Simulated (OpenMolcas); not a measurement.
# Zr²⁺ among point charges: CASSCF levels and susceptibility

How does a field of 5 point charges split the states of Zr²⁺, and what χT follows?

Program: OpenMolcas 26.06. Level of theory: state-averaged CASSCF, spin-orbit coupling by RASSI with atomic mean-field integrals. These are calculated values, not measurements, unless marked.

1 further run of the same task is left out (it didn't finish).

### 1 Starting point

* Species: Zr²⁺ (zirconium, Z = 40, 38 electrons)
* Basis: ANO-RCC-VDZP [6s5p3d1f], 43 functions
* Scalar Hamiltonian: DKH2, point nucleus
* Inactive shells: 1s 2s 2p 3s 3p 3d 4s 4p
* Active space: 2 electrons in 5 orbitals (4d)
* Some configurations of this space: 4d2
* Orbitals: optimised for each spin and parity, averaged over all roots

Outer shells as boxes (Hund's rule):

4d2
```
4d [↑ ][↑ ][  ][  ][  ]
```

The ion sits among 5 point charges of -2 e arranged as a trigonal bipyramid (D3h), 2.17 Å from the ion, with the axial distance 1.866 Å. The active orbitals were held to one l.

Each step is its own input file, run in one work folder so that later steps find the files of earlier ones. Labels, J, g values, rates, χT and fits are worked out afterwards by a script from the matrices that RASSI stores.

### 2 GATEWAY and SEWARD: basis and integrals

a.inp

```
&GATEWAY
Coord
1

Zr 0.0 0.0 0.0
Basis=ANO-RCC-VDZP
Group=NoSym
NoMove
AngMom=0.0 0.0 0.0
AMFI
XField
5 Angstrom 0
2.170000 0.000000 0.000000 -2.000000
-1.085000 1.879275 0.000000 -2.000000
-1.085000 -1.879275 0.000000 -2.000000
0.000000 0.000000 1.866200 -2.000000
0.000000 0.000000 -1.866200 -2.000000
&SEWARD
```

Run with:

```
OMP_NUM_THREADS=1 MOLCAS_MEM=1689 MOLCAS_PROJECT=a pymolcas a.inp > a.log
```

What it wrote:

```text
Basis set label: ZR.ANO-RCC...6S5P3D1F.

      Electronic valence basis set:
      ------------------
      Associated Effective Charge  40.000000 au
      Associated Actual Charge     40.000000 au
      Nuclear Model: Point charge

      Shell  nPrim  nBasis  Cartesian Spherical Contaminant
         s      21       6        X
         p      18       5        X
         d      13       3                 X
         f       6       1                 X
                  Relativistic Douglas-Kroll-Hess integrals:
                    - DKH order of Hamiltonian: 2
                    - DKH order of Properties : 0
                  Atomic mean-field integrals
```

### 3 CASSCF: triplets, 10 roots

a.inp

```
&RASSCF
FileOrb=start.orb
Symmetry=1
Spin=3
nActEl=2 0 0
Inactive=18
Ras2=5
CIRoot=10 10 1
SDav=10
CIMx=300
Iter=120 100
PrWF=0.3
OrbListing=Nothing
MaxOrb=0
SupSym
1
15 10 11 12 13 14 19 20 21 22 23 32 33 34 35 36
>>> COPY $Project.JobIph JOB001
```

Run with:

```
OMP_NUM_THREADS=1 MOLCAS_MEM=1689 MOLCAS_PROJECT=a pymolcas a.inp > a.log
```

start.orb holds the contracted functions of the basis, ordered by shell, or the orbitals of the step before.

What it wrote (excerpt; [...] marks lines left out):

```text
[...]
      Number of active orbitals                  5
[...]
      Spin quantum number                      1.0
[...]
      Active orbitals                            5
[...]
      Number of CSFs                            10
      Number of root(s) required                10
[...]
      Convergence after  8 iterations
[...]
      Natural orbitals and occupation numbers for root  1
      sym 1:   0.500000   0.500000  -0.000000   0.500000   0.500000
      Natural orbitals and occupation numbers for root  2
      sym 1:   0.500000   0.500000  -0.000000   0.500000   0.500000
      Natural orbitals and occupation numbers for root  3
      sym 1:   0.161888   0.838112  -0.000000   0.838112   0.161888
::    RASSCF root number  1 Total energy:  -3600.50265398
::    RASSCF root number  2 Total energy:  -3600.50265398
::    RASSCF root number  3 Total energy:  -3600.50237145
[...]
::    RASSCF root number  7 Total energy:  -3600.32862967
::    RASSCF root number  8 Total energy:  -3600.32862966
::    RASSCF root number  9 Total energy:  -3600.31144660
::    RASSCF root number 10 Total energy:  -3600.31144660
```

### 4 CASSCF: singlets, 15 roots

a.inp

```
&RASSCF
FileOrb=start.orb
Symmetry=1
Spin=1
nActEl=2 0 0
Inactive=18
Ras2=5
CIRoot=15 15 1
SDav=15
CIMx=300
Iter=120 100
PrWF=0.3
OrbListing=Nothing
MaxOrb=0
SupSym
1
15 10 11 12 13 14 19 20 21 22 23 32 33 34 35 36
>>> COPY $Project.JobIph JOB002
```

What it wrote (excerpt; [...] marks lines left out):

```text
[...]
      Number of active orbitals                  5
[...]
      Spin quantum number                      0.0
[...]
      Active orbitals                            5
[...]
      Number of CSFs                            15
      Number of root(s) required                15
[...]
      Convergence after  7 iterations
[...]
      Natural orbitals and occupation numbers for root  1
      sym 1:   0.500535   0.499465  -0.000000   0.500535   0.499465
      Natural orbitals and occupation numbers for root  2
      sym 1:   0.499465   0.500535  -0.000000   0.500535   0.499465
      Natural orbitals and occupation numbers for root  3
      sym 1:   0.997985   0.997849   0.002082   0.002085   0.000000
::    RASSCF root number  1 Total energy:  -3600.47018233
::    RASSCF root number  2 Total energy:  -3600.47018233
::    RASSCF root number  3 Total energy:  -3600.46521020
[...]
::    RASSCF root number 12 Total energy:  -3600.28907608
::    RASSCF root number 13 Total energy:  -3600.28637051
::    RASSCF root number 14 Total energy:  -3600.28637050
::    RASSCF root number 15 Total energy:  -3600.07070749
```

### 5 RASSI: spin-orbit coupling between the states

a.inp

```
&RASSI
NrOfJobIphs=2 10 15
1 2 3 4 5 6 7 8 9 10
1 2 3 4 5 6 7 8 9 10 11 12 13 14 15
IphNames
JOB001
JOB002
EJob
SpinOrbit
DIPRint=1.0
SOCoupling=1000.0
Subsets=2
Property=9
'ANGMOM' 1 'ANGMOM' 2 'ANGMOM' 3 'MLTPL  1' 1 'MLTPL  1' 2 'MLTPL  1' 3
'AMFI' 1 'AMFI' 2 'AMFI' 3
SOProperty=3
'ANGMOM' 1 'ANGMOM' 2 'ANGMOM' 3
```

What it wrote (excerpt; [...] marks lines left out):

```text
SPIN-FREE ENERGIES:
  (Shifted by EMIN (a.u.) =      -3600.5026539844)
 SF State       Relative EMIN(au)   Rel lowest level(eV)    D:o, cm**(-1)      L_eff
     1             0.0000000000        0.0000000000              0.0000         2.9
     2             0.0000000000        0.0000000000              0.0000         2.9
     3             0.0002825379        0.0076882491             62.0099         2.9
     4             0.0124465311        0.3386873659           2731.6978         2.5
     5             0.0124465311        0.3386873659           2731.6978         2.5
    11             0.0324716504        0.8835986203           7126.7035         2.3
    12             0.0324716504        0.8835986203           7126.7035         2.3
    13             0.0374437869        1.0188973483           8217.9613         3.1
    14             0.0374437869        1.0188973483           8217.9613         3.1
    15             0.0374512669        1.0191008877           8219.6030         2.8
[...]
Eigenvalues of complex Hamiltonian:
   -----------------------------------
  (Shifted by EMIN (a.u.) =      -3600.5026539844)
 SO State       Relative EMIN(au)   Rel lowest level(eV)    D:o, cm**(-1)     J-value
     1            -0.0019690887        0.0000000000              0.0000         1.5
     2            -0.0019690887        0.0000000003              0.0000         1.5
     3            -0.0000488837        0.0522514411            421.4363         2.9
     4            -0.0000259776        0.0528747464            426.4636         1.7
     5            -0.0000259776        0.0528747464            426.4636         1.7
     6             0.0001340666        0.0572297704            461.5892         2.9
     7             0.0001340666        0.0572297705            461.5892         2.9
     8             0.0018856294        0.1048922243            846.0128         1.5
     9             0.0018856294        0.1048922243            846.0128         1.5
    10             0.0115535675        0.3679702196           2967.8800         2.5
    11             0.0117770286        0.3740509059           3016.9240         2.7
[...]
```

These steps: 4.7 s of run time, 1 thread of Arm Neoverse V2, shared host.

States without spin-orbit coupling:

| state | degeneracy | E (cm-1) | free-ion L (%) |
| --- | --- | --- | --- |
| triplet | 2 | 0 | F (100) |
| 3A2 | 1 | 62 | F (99) |
| 3E | 2 | 2732 | F (70) |
| 1E | 2 | 7127 | D (87) |
| 1E | 2 | 8218 | G (53) |
| 1A1 | 1 | 8220 | D (63) |
| 3A2 | 1 | 8524 | P (99) |
| singlet | 2 | 10253 | G (100) |
| 1E | 2 | 11328 | G (100) |
| 1A1 | 1 | 21620 | S (72) |
| 3E | 2 | 38194 | F (100) |
| 3E | 2 | 41965 | P (70) |
| 1E | 2 | 46875 | G (87) |
| 1E | 2 | 47469 | D (53) |
| 1A1 | 1 | 94801 | G (46) |

With spin-orbit coupling:

```csv
E (cm-1),Degeneracy,Label,2S+1,g
0.0,2,E,3,0.00 0.00 2.00
421.4,1,A1,3,
426.5,2,,3,0.00 0.00 6.00
461.6,2,E,3,0.00 0.00 3.98
846.0,2,E,3,0.00 0.00 10.00
2968,1,A2,3,
3017,1,A1,3,
3151,2,E,3,0.00 0.00 2.02
3355,2,E,3,0.00 0.00 6.00
7550,2,E,1,0.00 0.00 2.06
8449,1,A1,1,
8654,2,E,1,0.00 0.00 4.00
9000,2,E,3,0.00 0.00 3.94
9154,1,A1,3,
10686,2,,1,0.00 0.00 6.00
11767,2,E,1,0.00 0.00 8.00
22070,1,A1,1,
38314,2,E,3,
38615,2,E,3,0.00 0.00 4.00
38940,2,,3,0.00 0.00 8.00
42285,1,A2,3,
42288,1,A1,3,
42402,2,E,3,0.00 0.00 2.00
42515,2,E,3,0.00 0.00 6.00
```

Labels of spin-orbit levels are those of the rotation subgroup (D3 for D3h). Principal g values are given for doublets only; a zero marks a field direction without first-order Zeeman splitting.

Powder χT (cm³ K/mol): 0.13 at 2 K, 0.13 at 5 K, 0.14 at 10 K, 0.16 at 20 K, 0.21 at 50 K, 0.29 at 100 K, 0.39 at 150 K, 0.50 at 200 K, 0.62 at 250 K, 0.73 at 300 K.

### 6 Results

```
                                            quantity                                value
                                              method                               CASSCF
                              spin-free ground state  triplet, 2-fold in its orbital part
first state of the same spin within the active space                       3A2 at 62 cm⁻¹
                                        lowest level       2-fold E, g = 0.00, 0.00, 2.00
                                          next level                           421.4 cm⁻¹
                                         χT at 300 K                       0.73 cm³ K/mol
                           effective moment at 300 K                              2.41 μB
```

**Reading.** The spin-free ground state (triplet) comes to 100 % from free-ion F terms and keeps the highest spin of the shell. χT at 300 K is 0.73, against 1.00 cm³ K/mol for the spin alone, so spin-orbit coupling lowers it. The field of point charges can differ much from that of real complexes. This is an electrostatic model: the charges have no orbitals.
